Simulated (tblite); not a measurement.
# C3H6F4Si: the cost of one run

The runs use tblite 0.8.0 and PySCF 2.14.0, with density-fitted response routines of our own; the level of theory stands in each step. All values are computed, except where a source is named. Atoms count from 0, in the outputs and in this text.

## Step 1: The molecule as given

14 atoms, charge 0, multiplicity 1; geometry from: force field or distance geometry start.

Bonds of the start (Å): F0–C1 1.40, C1–C2 1.54, C2–Si3 1.85, Si3–C4 1.86, C4–F5 1.39, C4–F6 1.40, C4–F7 1.37, C1–H8 1.10, C1–H9 1.11, C2–H10 1.09, C2–H11 1.11, Si3–H12 1.48, Si3–H13 1.47.

## Step 2: Geometry optimisation with GFN2-xTB

What the job is given:

```
{"job": {"kind": "relax", "xc": "GFN2-xTB", "basis": "xTB"}, "charge": 0, "multiplicity": 1}
F     -2.569100    -0.288500     0.804100
C     -1.951800    -0.040600    -0.422100
C     -0.654300     0.757000    -0.187500
Si     0.544100    -0.133800     0.904100
C      2.047300    -0.415100    -0.157500
F      2.379600     0.810900    -0.724700
F      1.638600    -1.185100    -1.257000
F      3.099800    -0.976800     0.508800
H     -2.572700     0.560500    -1.095900
H     -1.726400    -1.004600    -0.935000
H     -0.874300     1.743200     0.232600
H     -0.236200     0.917900    -1.207600
H      0.028400    -1.422400     1.426900
H      0.846400     0.676900     2.088500
```

Launch:

```bash
$ OMP_NUM_THREADS=1 python probes_run.py task.json out
```

This one command runs all jobs of the session in turn.

**Question.** How long does this first job take on 1 thread of Arm Neoverse N1, shared host?

About 1.6 s.
